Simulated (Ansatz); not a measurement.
# F3H2NSn: the cost of one run

Program: Ansatz 0.2.0 through its Python package. Level of theory: PBE0/def2-TZVP. These are calculated values, not measurements.

**1. The system**

Bond lengths: N1–Sn2 2.010 Å, Sn2–F3 1.924 Å, Sn2–F4 1.890 Å, Sn2–F5 1.954 Å, N1–H6 1.105 Å, N1–H7 1.046 Å. Angles: N1–Sn2–F3 108.3°, N1–Sn2–F4 112.0°, N1–Sn2–F5 109.5°, F3–Sn2–F4 109.2°, F3–Sn2–F5 110.3°, F4–Sn2–F5 107.4°, Sn2–N1–H6 108.1°, Sn2–N1–H7 108.8°, H6–N1–H7 102.5°.

The script holds or builds the structure itself.

**2. Script**

energy_f3h2nsn.py reads:

```python
"""Single point of F3H2NSn in a Gaussian basis."""

from dataclasses import dataclass

import ansatz


@dataclass
class Options:
    basis: str = "def2-TZVP"
    functional: str = "PBE0"


opts = Options()

geometry_ang = [
    ("N", [-0.4169, 1.0672, 0.6705]),
    ("Sn", [0.4145, -0.5362, -0.2122]),
    ("F", [0.8461, -1.8227, 1.1518]),
    ("F", [-0.7469, -1.3318, -1.4735]),
    ("F", [2.0301, 0.0096, -1.1671]),
    ("H", [-0.7428, 1.7659, -0.1216]),
    ("H", [-1.3228, 0.7799, 1.1064]),
]
molecule = ansatz.Crystal.molecule()
for symbol, xyz in geometry_ang:
    molecule = molecule.atom(symbol, xyz)

calculation = (
    molecule.calculation()
    .basis(gaussian=opts.basis)  # atom-centred Gaussian functions
    .functional(opts.functional)
)
out = calculation.run(threads=1)
rep = out.report

print(f"E = {rep['free_energy_ev']:.6f} eV = {rep['free_energy_ev'] / 27.211386246:.7f} Ha")
print("converged:", rep["converged"], " doubts:", rep["published_state_doubts"] or "none")

field = rep["mean_field"]
print("<S^2> =", round(abs(field["state"]["spin_squared"]), 4), " all-electron relativity setting:", field["relativity"])
print("passes:", field["passes"])
if "symmetry" in field:
    print("occupied orbitals by irrep:", field["symmetry"]["occupied"])
```

**3. Launch**

The run is started by

```console
> python energy_f3h2nsn.py
```

Q: Estimate wall time and peak memory on 1 thread of Arm Neoverse V1, shared host.

About 6.2 s, with a peak of 0.37 GiB.
